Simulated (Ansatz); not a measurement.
GaB:

```xyz
2
Lattice="2.7182 0.0000 0.0000 0.0000 2.7182 0.0000 0.0000 0.0000 3.2362" Properties=species:S:1:pos:R:3 pbc="T T T"
Ga    1.3591    1.3591    1.6181
B     0.0000    0.0000    0.0000
```

The cell was built by a generator and needn't be a form met in nature.

* Program: Ansatz 0.2.0
* Task: relaxation of cell and atoms
* Functional: PBEsol
* Potentials or basis: Ansatz PAW
* Cutoff: 420 eV (not typed: the program's choice for these potentials)
* k mesh: 10 × 10 × 8
* Occupations: fermi-dirac, width 0.05 eV
* Spin: no spin polarisation

At the start: volume 11.96 Å³/atom.

Q: How do energy, volume and symmetry change on relaxing?

A: It ends after 8 steps and the volume is 11.46 Å³/atom (-4.2 %); space group P4/mmm (No. 123, to 0.05 Å).

The path:
```tsv
step	energy change (eV)	largest force (eV/Å)	volume (Å³)
1	0.0000	0.0000	23.91
2	-0.0131	0.0000	23.07
3	-0.0141	0.0000	22.94
4	-0.0142	0.0000	22.90
5	-0.0143	0.0000	22.92
6	-0.0136	0.0000	22.92
7	-0.0136	0.0000	22.91
8	-0.0136	0.0000	22.91
```

Final structure:
```yaml
crystal:
  lattice:
    - [2.66950, 0.00000, 0.00000]
    - [0.00000, 2.66950, 0.00000]
    - [0.00000, 0.00000, 3.21509]
  atoms:
    - { symbol: Ga, position: [0.50000, 0.50000, 0.50000] }
    - { symbol: B, position: [0.00000, 0.00000, 0.00000] }
```

Caveat: the plane-wave basis is chosen anew once the cell has moved, so the energies of steps on either side of that aren't comparable; the PAW data sets come from PBE, with cores solved anew for the run's functional, which leaves a small shift of forces and pressure.
